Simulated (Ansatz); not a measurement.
Born–Oppenheimer molecular dynamics of a periodic cell of 16 atoms, Li (start crystal Li, start structure bcc, volume 1.15 times the crystal's). It goes on from the last frame of an earlier run, with new velocities.

Method: DFT r2SCAN, scalar-relativistic, plane waves, PAW in Ansatz 0.2.0. Settings: accuracy low, cutoff 500 eV, k mesh 2x2x2, fermi-dirac smearing 0.1 eV, no spin polarisation.

* ensemble: NPT, Langevin
* time step: 1.5 fs
* steps asked: 30
* set temperature: 630 K
* friction: 0.005 /fs
* pressure: 20 GPa
* seed: 551782

First frame:

```xyz
16
Lattice="7.3129 0.0000 0.0000 0.0000 7.3129 0.0000 0.0000 0.0000 7.3129" Properties=species:S:1:pos:R:3
Li 0.107 0.152 -0.238
Li 3.806 -0.317 -0.305
Li -0.158 3.696 0.043
Li -0.146 -0.040 3.774
Li 1.579 1.872 1.633
Li 3.705 3.517 -0.178
Li 3.565 0.059 3.711
Li 5.429 1.813 1.758
Li -0.239 3.712 3.734
Li 1.827 5.504 1.624
Li 1.610 1.597 5.560
Li 3.731 3.832 3.893
Li 5.538 5.849 1.685
Li 5.438 1.855 5.673
Li 2.230 5.405 5.763
Li 5.660 5.404 5.406
```

What does the run give?

All steps were run.

| Item | Value |
| --- | --- |
| steps done | 30 |
| time covered | 45 fs |
| mean temperature over the second half | 721 K |
| spread of the potential energy over the second half | 96.7 meV per atom |
| mean potential energy of the second half above the start | 108.5 meV per atom |
| mean pressure over the second half | 7.3 GPa |

The conserved energy stayed within 0.61 meV per atom of its start (net change -0.6 meV per atom), so the integration is sound. The mean temperature of the second half is 15 % above the set value. A run of 0.045 ps of so small a system gives no equilibrium averages. Limits of this set-up: coarse k mesh, low accuracy level. The cell's volume went from 391 to 205 Å³.

What happens to the structure?

Mean squared displacements from the first frame to the last, about the centre of mass, the cell's change included: Li 1.07 Å². The details hang on the random start.

How do temperature and energy run in time?


```
time (fs)  T (K)  potential energy less start (eV)  conserved less start (meV/atom)  P (GPa)  volume (Å³)
      0.0    591                             0.000                             0.00     -0.7        391.1
      1.5    644                            -0.042                            -0.01     -0.7        390.7
      3.0    660                            -0.086                            -0.02     -0.7        389.5
      4.5    697                            -0.131                            -0.03     -0.6        387.6
      6.0    736                            -0.174                            -0.05     -0.6        385.2
      7.5    738                            -0.214                            -0.07     -0.5        382.0
      9.0    740                            -0.248                            -0.09     -0.4        378.2
     10.5    731                            -0.275                            -0.11     -0.3        373.7
     12.0    746                            -0.294                            -0.14     -0.2        368.6
     13.5    742                            -0.304                            -0.16      0.0        363.0
     15.0    734                            -0.304                            -0.19      0.2        356.9
     16.5    728                            -0.290                            -0.21      0.4        350.3
     18.0    715                            -0.263                            -0.24      0.6        343.3
     19.5    727                            -0.223                            -0.26      0.9        336.0
     21.0    724                            -0.167                            -0.29      1.3        328.4
     22.5    771                            -0.091                            -0.33      1.7        320.6
     24.0    764                             0.007                            -0.35      2.1        312.7
     25.5    782                             0.128                            -0.38      2.6        304.6
     27.0    725                             0.273                            -0.40      3.1        296.5
     28.5    736                             0.448                            -0.42      3.7        288.3
     30.0    706                             0.654                            -0.44      4.3        280.1
     31.5    761                             0.894                            -0.49      5.1        272.0
     33.0    728                             1.177                            -0.50      5.9        263.9
     34.5    740                             1.500                            -0.53      6.8        255.9
     36.0    702                             1.860                            -0.53      7.8        248.1
     37.5    679                             2.252                            -0.53      8.9        240.4
     39.0    704                             2.685                            -0.56     10.1        233.0
     40.5    681                             3.164                            -0.56     11.3        225.7
     42.0    669                             3.688                            -0.58     12.7        218.7
     43.5    709                             4.263                            -0.61     14.3        211.8
     45.0    684                             4.886                            -0.60     15.9        205.1
```

The run took 12 min on 1 thread of Arm Neoverse V1, with other jobs on the host, peak memory 0.69 GiB.
